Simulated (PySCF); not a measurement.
**trimethylaluminum (C₃H₉Al): electronic excitations and core binding energies**

Wanted: the electronic excitations and core binding energies of trimethylaluminum (C₃H₉Al) (`[CH3][Al]([CH3])[CH3]`), by calculation.

The runs use PySCF 2.14.0, with density-fitted response routines of our own; the level of theory stands in each step. All values are computed, except where a source is named. Atoms are numbered from 0 throughout.

### 1 The molecule as given

13 atoms, charge 0, multiplicity 1; geometry from: GFN2-xTB.

Bonds of the start (Å): C0–Al1 2.00, Al1–C2 2.00, Al1–C3 2.00, C0–H4 1.10, C0–H5 1.10, C0–H6 1.10, C2–H7 1.10, C2–H8 1.09, C2–H9 1.10, C3–H10 1.10, C3–H11 1.10, C3–H12 1.10.

### 2 Excited states and response: CAM-B3LYP/def2-SVPD

The job: settings as JSON, then the geometry in Å.

```
{"job": {"kind": "uv", "xc": "CAM-B3LYP", "basis": "def2-SVPD", "nstates": 8, "ntriplets": 3}, "charge": 0, "multiplicity": 1}
C     -0.490256     1.942828     0.034204
Al     0.005485     0.010468    -0.007978
C      1.917477    -0.556802     0.043276
C     -1.424892    -1.378244    -0.085366
H     -0.714958     2.295863     1.046265
H      0.305873     2.591386    -0.346315
H     -1.384377     2.150564    -0.563733
H      2.228250    -0.892612     1.038291
H      2.605964     0.246308    -0.239412
H      2.113711    -1.396881    -0.631865
H     -2.409245    -0.977174     0.178677
H     -1.528853    -1.823166    -1.080934
H     -1.228565    -2.212053     0.597162
```

Level: TDDFT CAM-B3LYP/def2-SVPD, vertical, gas phase, core orbitals frozen in the response.

The log of the run:

```text
coarse grid: 10464 points
cycle   1  E = -361.8314174878  dE = -1.225e-01  |g| = 4.544e-01  |ddm| = 3.935e+00
cycle   2  E = -361.8466713899  dE = -1.525e-02  |g| = 3.932e-01  |ddm| = 9.217e-01
cycle   3  E = -361.8876126862  dE = -4.094e-02  |g| = 1.532e-02  |ddm| = 4.604e-01
cycle   4  E = -361.8877307143  dE = -1.180e-04  |g| = 3.059e-03  |ddm| = 6.326e-02
cycle   5  E = -361.8877342313  dE = -3.517e-06  |g| = 7.247e-04  |ddm| = 1.044e-02
final grid: 93864 points
cycle   6  E = -361.9462950895  dE = -1.944e-05  |g| = 3.386e-03  |ddm| = 3.797e-02
cycle   7  E = -361.9462957058  dE = -6.164e-07  |g| = 3.072e-03  |ddm| = 9.269e-03
cycle   8  E = -361.9462981270  dE = -2.421e-06  |g| = 7.881e-05  |ddm| = 3.527e-03
cycle   9  E = -361.9462981293  dE = -2.293e-09  |g| = 3.260e-05  |ddm| = 3.108e-04
cycle  10  E = -361.9462981297  dE = -3.796e-10  |g| = 5.697e-06  |ddm| = 8.552e-05
converged SCF energy = -361.9462981297

Static polarisability (au): isotropic 65.383, principal 54.348 70.616 71.187

Singlet excitations
state   eV       nm        f      main configurations
  1   5.6843    218.1   0.00007   H->L 0.76, H->L+1 0.22
  2   5.6959    217.7   0.00007   H-1->L 0.76, H-1->L+1 0.22
  3   6.6532    186.4   0.11284   H->L+1 0.72, H->L 0.21
  4   6.6740    185.8   0.12658   H-1->L+1 0.73, H-1->L 0.21
  5   7.9944    155.1   0.00085   H->L+2 0.55, H-1->L+3 0.34
  6   8.1193    152.7   0.02218   H->L+3 0.46, H-1->L+3 0.16, H->L+4 0.16
  7   8.1829    151.5   0.02055   H-1->L+3 0.31, H->L+3 0.24, H->L+2 0.17
  8   8.1938    151.3   0.00582   H-1->L+2 0.74, H->L+3 0.10

Triplet excitations (Tamm-Dancoff, eV): 5.3829 5.3891 6.2658
```

Wall time 14 s (1 thread, shared host).

Frontier orbitals and where they lie:

| orbital | eV | atoms |
| --- | --- | --- |
| HOMO−3 | -11.94 | Al1 20 %, C2 18 %, C0 18 % |
| HOMO−2 | -11.90 | C0 18 %, C3 18 %, C2 17 % |
| HOMO−1 | -8.99 | C0 34 %, C2 21 %, Al1 19 % |
| HOMO | -8.97 | C3 36 %, Al1 19 %, C2 18 % |
| LUMO | 0.42 | Al1 56 %, C0 10 %, C2 9 % |
| LUMO+1 | 0.47 | Al1 59 %, C0 6 %, C3 6 % |
| LUMO+2 | 1.96 | C3 25 %, C2 11 %, Al1 11 % |

With each of the 8 states as a Gaussian band of 0.4 eV half-width at 1/e, the curve within the window shown has maxima at 186 nm (ε 9,700), 152 nm (ε 2,000) L/(mol cm). Beyond the last state computed it falls off for lack of states. The curve at chosen wavelengths:

nm, ε (L/mol/cm) and a bar:
```
      146        970 ###
      150       1829 ######
      154       1863 ######
      158       1125 ####
      162        455 #
      165        270 #
      169        605 ##
      173       1993 ######
      177       4674 ###############
      181       7790 ########################
      185       9597 ##############################
      189       9065 ############################
      193       6779 #####################
      196       4759 ###############
      200       2527 ########
      204       1141 ####
      208        448 #
      212        158 
      216         53 
      220         19 
      224          8 
      227          5 
      231          3 
      235          2 
      239          1 
      243          1
```

Further results of this job:

| property | computed |
| --- | --- |
| dipole moment (D) | 0.02 |
| polarisability (Å³) | 9.69 |
| HOMO–LUMO gap (eV) | 9.39 |
| −ε(HOMO) (eV) | 8.97 |

### 3 Core holes by ΔSCF: SCAN, X2C

The job, as its differences from that of step 2:

```diff
@@ -1,2 +1,2 @@
-{"job": {"kind": "uv", "xc": "CAM-B3LYP", "basis": "def2-SVPD", "nstates": 8, "ntriplets": 3}, "charge": 0, "multiplicity": 1}
+{"job": {"kind": "xps"}, "charge": 0, "multiplicity": 1}
 C     -0.490256     1.942828     0.034204
```

Level: delta-SCF UKS SCAN, pcX-2 on the ionised atom, pcseg-1 elsewhere, spin-free X2C.

The log of the run:

```text
ground state, core basis on atom 0 (C), 136 functions
  cycle   1  E = -362.37454852  |g| = 7.46e-01
  cycle   2  E = -362.26248970  |g| = 9.52e-01
  cycle   3  E = -362.52411444  |g| = 3.25e-02
  cycle   4  E = -362.52422738  |g| = 2.17e-02
  cycle   5  E = -362.52434214  |g| = 7.94e-03
  cycle   6  E = -362.52436010  |g| = 1.90e-03
  cycle   7  E = -362.52436197  |g| = 2.38e-04
  E(ground) = -362.56100899 Eh
hole in C 1s of atom 0
  cycle   1  E = -351.31871422  |g| = 1.50e+00
  cycle   2  E = -350.83211808  |g| = 1.68e+00
  cycle   3  E = -351.85388581  |g| = 2.92e-01
  cycle   4  E = -351.88258412  |g| = 1.04e-01
  cycle   5  E = -351.88802759  |g| = 3.36e-02
  cycle   6  E = -351.88860274  |g| = 4.99e-03
  cycle   7  E = -351.88861885  |g| = 1.99e-03
  cycle   8  E = -351.88862092  |g| = 1.04e-03
  cycle   9  E = -351.88862205  |g| = 6.69e-04
  cycle  10  E = -351.88862173  |g| = 1.22e-04
  E(ion) = -351.92461731 Eh   <S^2> = 0.7669   hole on atom = 1.000   binding energy = 289.431 eV
ground state, core basis on atom 1 (Al), 147 functions
  cycle   1  E = -362.59625701  |g| = 2.42e-01
  cycle   2  E = -362.59635214  |g| = 4.10e-02
  cycle   3  E = -362.59637887  |g| = 2.70e-02
  cycle   4  E = -362.59647862  |g| = 6.96e-03
  cycle   5  E = -362.59649224  |g| = 6.02e-04
  cycle   6  E = -362.59649160  |g| = 1.31e-04
  E(ground) = -362.59615544 Eh
hole in Al 1s of atom 1
  cycle   1  E = -304.03249963  |g| = 3.97e+00
  cycle   2  E = -304.19661416  |g| = 2.00e+00
  cycle   3  E = -304.78179154  |g| = 6.17e-01
  cycle   4  E = -305.00012345  |g| = 2.34e-01
  cycle   5  E = -305.03235601  |g| = 5.03e-02
  cycle   6  E = -305.03357880  |g| = 1.80e-02
  cycle   7  E = -305.03375587  |g| = 1.66e-03
  cycle   8  E = -305.03375675  |g| = 5.66e-04
  cycle   9  E = -305.03375681  |g| = 5.31e-04
  cycle  10  E = -305.03375740  |g| = 1.21e-04
  E(ion) = -305.03757394 Eh   <S^2> = 0.7520   hole on atom = 1.000   binding energy = 1566.249 eV
hole in Al 2p of atom 1
  cycle   1  E = -359.36749232  |g| = 1.07e+00
  cycle   2  E = -359.29805976  |g| = 9.37e-01
  cycle   3  E = -359.60700218  |g| = 2.30e-01
  cycle   4  E = -359.64114739  |g| = 6.81e-02
  cycle   5  E = -359.64301553  |g| = 2.73e-02
  cycle   6  E = -359.64345567  |g| = 4.87e-03
  cycle   7  E = -359.64346776  |g| = 5.70e-04
  cycle   8  E = -359.64346746  |g| = 4.44e-04
  E(ion) = -359.65089858 Eh   <S^2> = 0.7512   hole on atom = 1.003   binding energy = 80.145 eV
  2p3/2 = 79.635 eV   2p1/2 = 80.238 eV
```

Run time: 14 s. Hardware: 1 thread, shared host.

Binding energies by hole, beside the orbital energy of the ground state; the difference holds orbital relaxation and, for a density functional, its self-interaction error:

| hole | stands for | environment | ΔSCF (eV; 2p as the shell's mean) | −ε (eV) | ⟨S²⟩ |
| --- | --- | --- | --- | --- | --- |
| C1s on C0 | C0, C2, C3 | methyl carbon bonded to Al | 289.43 | 272.6 | 0.767 |
| Al1s on Al1 | Al1 | aluminium bonded to 3 C | 1566.25 | 1517.5 | 0.752 |
| Al2p on Al1 | Al1 | aluminium bonded to 3 C | 79.84 | 70.1 | 0.751 |

Each hole run stands for the others of its class of like atoms.

With the spin-orbit splitting: Al1 2p3/2 79.63, 2p1/2 80.24 eV. The table gives each 2p level as the mean over the whole 2p shell (two parts 2p3/2, one part 2p1/2), which differs a little from the single hole in the log.

### 4 Results

| quantity | value |
| --- | --- |
| lowest singlet (CAM-B3LYP/def2-SVPD) | 5.68 eV (218 nm), f = 0.000 |
| brightest single state of those computed | state 4, 6.67 eV, f = 0.127 |
| lowest triplet | 5.38 eV |
| C1s binding energies, SCAN/pcX-2 | C0 289.43 eV |
| Al1s binding energies, SCAN/pcX-2 | Al1 1566.25 eV |
| Al2p binding energies, SCAN/pcX-2 | Al1 79.84 eV |

**Reading.** The lowest singlet, at 5.68 eV, is HOMO→LUMO 0.76, HOMO→LUMO+1 0.22 and is dark; of the 8 states computed, the strongest absorption comes from states 3 to 4 together at 6.67 eV. The lowest triplet lies 0.30 eV below the lowest singlet (triplets in Tamm-Dancoff, singlets in full TDDFT).
